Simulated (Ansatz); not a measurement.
# KNaICl: the cost of one run

Program: Ansatz 0.2.0. Level of theory: DFT LDA, scalar-relativistic, plane waves, PAW. These are calculated values, not measurements.

16 further runs of the same task are left out: 16 set aside as unsound or not needed.

## 1. The system as given

It takes space group P4/mmm (No. 123, tetragonal). The conventional cell has a = 4.320 Å, b = 4.320 Å, c = 6.499 Å, α = 90.00°, β = 90.00°, γ = 90.00°. K (site symmetry 4/mmm) is surrounded by 4 Cl at 3.06 Å and 2 I at 3.25 Å. Na (site symmetry 4/mmm) has 4 I at 3.06 Å and 2 Cl at 3.25 Å as nearest neighbours. I (site symmetry 4/mmm) is surrounded by 4 Na at 3.06 Å and 2 K at 3.25 Å. Cl (site symmetry 4/mmm) is surrounded by 4 K at 3.06 Å and 2 Na at 3.25 Å.

Coordinates:

```cif
data_structure
_symmetry_space_group_name_H-M 'P 1'
_symmetry_Int_Tables_number 1
_cell_length_a 4.3204
_cell_length_b 4.3204
_cell_length_c 6.4994
_cell_angle_alpha 90.000
_cell_angle_beta 90.000
_cell_angle_gamma 90.000
_cell_volume 121.32
loop_
_atom_site_label
_atom_site_type_symbol
_atom_site_fract_x
_atom_site_fract_y
_atom_site_fract_z
_atom_site_occupancy
K1 K 0.50000 0.50000 0.50000 1
Na1 Na 0.00000 0.00000 0.00000 1
I1 I 0.50000 0.50000 0.00000 1
Cl1 Cl 0.00000 0.00000 0.50000 1
```

It goes back to an entry of the Materials Project, which need not be the stable form.

This cell was relaxed beforehand with the same method: volume 30.33 Å³/atom, gap on the mesh 4.00 eV.

## 2. What is varied

The energy is mapped over volume and the cell's shape.

First coordinate, volume per atom: 7 values from 25.48 to 35.18 Å³. Second coordinate, c/a of the conventional cell: 7 values from 1.388 to 1.630.

Nothing else is relaxed (symmetry fixes all fractional coordinates). Energies count from the relaxed crystal. Points are written as (first, second).

## 3. The run at (25.48 Å³, 1.545)

Input file input.yaml:

```yaml
crystal:
  lattice:
    - [4.0403336321, 0.0, 0.0]
    - [0.0, 4.0403336321, 0.0]
    - [0.0, 0.0, 6.242719495]
  atoms:
    - { symbol: K, position: [0.5, 0.5, 0.5] }
    - { symbol: Na, position: [0.0, 0.0, 0.0] }
    - { symbol: I, position: [0.5, 0.5, 0.0] }
    - { symbol: Cl, position: [0.0, 0.0, 0.5] }
basis:
  ecutwfc: 520.0
kpoints:
  mp_grid: { grid: [6, 6, 4] }
hamiltonian:
  xc: lda
  pseudopotentials: { kind: paw }
scf:
  occupations: { method: gaussian, width: 0.05 }
output:
  forces: true
  stress: true
  eigenvalues: true
```

Run with:

```bash
$ ansatz run input.yaml --threads 1 --pin off --max-ram 2048MiB --backend cpu --events-out ev --progress --plain --runs-dir out
```

Q: Estimate wall time and peak memory on 1 thread of Arm Neoverse N1, shared host.

About 11 s, with a peak of 0.39 GiB.
